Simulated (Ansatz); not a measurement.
**C3H5F3O: a ladder of functionals and wavefunction methods**

An exercise on one series of results from a longer session: the logs are not shown, and one member is left open.

Computed with Ansatz 0.2.0, Gaussian basis. Level: functionals in def2-TZVPP, the program's frozen cores in correlated methods.

Plan: LDA (SPW92), PBE-D4, revPBE-D4, BLYP-D4, r2SCAN-D4, B97M-V, PBE0-D4, B3LYP-D4, r2SCANh-D4, r2SCAN0-D4, HSE06-D4, BHLYP-D4, CAM-B3LYP-D4, LC-ωPBE, ωB97X-V, ωB97M-V, B2PLYP, PBE-QIDH; CCSD(T)/def2-SVP; CCSD(T)/def2-TZVPP; MP2/def2-QZVPP; extrapolation to the limit; RPA on PBE.

## The relaxed structure

All runs share one geometry, relaxed beforehand with PBE0-D4 in a triple-zeta def2 set.

SMILES `OC(CF)C(F)F`, 12 atoms, charge 0, spin multiplicity 1.

Atoms are counted from 1 here; the program's logs count them from 0.

Bond lengths: O1–C2 1.403 Å, O1–H8 0.962 Å, C2–C3 1.511 Å, C2–C5 1.515 Å, C2–H9 1.100 Å, C3–F4 1.388 Å, C3–H10 1.092 Å, C3–H11 1.092 Å, C5–F6 1.354 Å, C5–F7 1.358 Å, C5–H12 1.094 Å. Angles: C2–O1–H8 107.7°, O1–C2–C3 111.8°, O1–C2–C5 106.7°, O1–C2–H9 111.1°, C3–C2–C5 112.0°, C3–C2–H9 108.6°, C5–C2–H9 106.5°, C2–C3–F4 107.5°, C2–C3–H10 110.9°, C2–C3–H11 111.5°, F4–C3–H10 107.9°, F4–C3–H11 108.5°, H10–C3–H11 110.4°, C2–C5–F6 111.2°, C2–C5–F7 109.3°, C2–C5–H12 111.7°, F6–C5–F7 107.4°, F6–C5–H12 108.2° and more.

The first run:

Input file in.yaml:

```yaml
crystal:
  periodic: [false, false, false]
  atoms:
    - {symbol: O, position_ang: [-1.433136, 0.570845, 0.540590]}
    - {symbol: C, position_ang: [-0.336476, 0.196785, -0.250388]}
    - {symbol: C, position_ang: [0.043624, -1.249847, -0.033325]}
    - {symbol: F, position_ang: [-1.042888, -2.027897, -0.407941]}
    - {symbol: C, position_ang: [0.796317, 1.140345, 0.099665]}
    - {symbol: F, position_ang: [1.299593, 0.865850, 1.326388]}
    - {symbol: F, position_ang: [1.803740, 0.982803, -0.796623]}
    - {symbol: H, position_ang: [-2.124880, -0.085051, 0.410980]}
    - {symbol: H, position_ang: [-0.549330, 0.346688, -1.319138]}
    - {symbol: H, position_ang: [0.248816, -1.445121, 1.020830]}
    - {symbol: H, position_ang: [0.901083, -1.534993, -0.646586]}
    - {symbol: H, position_ang: [0.470639, 2.184292, 0.089448]}
basis:
  gaussian: {orbitals: def2-TZVPP}
hamiltonian: {xc: lda}
output: {orbitals: {seedname: orbitals}}
```

Command:

```bash
$ ansatz run in.yaml --threads 8 --pin off --events-out ev --progress --plain --max-ram 18278MiB
```

Steps of the session up to this table: LDA; PBE-D4 (GGA); revPBE-D4 (GGA); BLYP-D4 (GGA); r2SCAN-D4 (meta-GGA); B97M-V (meta-GGA); B3LYP-D4 (hybrid); r2SCANh-D4 (hybrid); r2SCAN0-D4 (hybrid); HSE06-D4 (hybrid); BHLYP-D4 (hybrid); CAM-B3LYP-D4 (range-separated); LC-ωPBE (range-separated); ωB97X-V (range-separated); ωB97M-V (range-separated); B2PLYP (double hybrid); PBE-QIDH (double hybrid).

One table of the session follows, with a row left open; its other results are not shown here.

| functional | HOMO (eV) | LUMO (eV) | gap (eV) |
| --- | --- | --- | --- |
| LDA (SPW92) | -7.09 | -0.33 | 6.76 |
| PBE-D4 | -6.91 | -0.07 | 6.84 |
| revPBE-D4 | -6.84 | 0.05 | 6.88 |
| BLYP-D4 | -6.86 | -0.06 | 6.80 |
| r2SCAN-D4 | -7.30 | 0.48 | 7.78 |
| B97M-V | -7.46 | 0.25 | 7.71 |
| PBE0-D4 | ? | ? | ? |
| B3LYP-D4 | -8.41 | 0.56 | 8.97 |
| r2SCANh-D4 | -7.94 | 0.83 | 8.77 |
| r2SCAN0-D4 | -8.91 | 1.31 | 10.22 |
| HSE06-D4 | -8.23 | 0.56 | 8.79 |
| BHLYP-D4 | -10.35 | 1.68 | 12.02 |
| CAM-B3LYP-D4 | -10.18 | 1.78 | 11.96 |
| LC-ωPBE | -11.50 | 3.17 | 14.67 |
| ωB97X-V | -11.17 | 2.97 | 14.14 |
| ωB97M-V | -11.10 | 2.53 | 13.63 |

**Question.** Estimate the row for PBE0-D4.

**Answer.** HOMO (eV): -8.64; LUMO (eV): 0.94; gap (eV): 9.58. In the column «HOMO (eV)» it lies between r2SCAN0-D4 (-8.91) and B3LYP-D4 (-8.41).
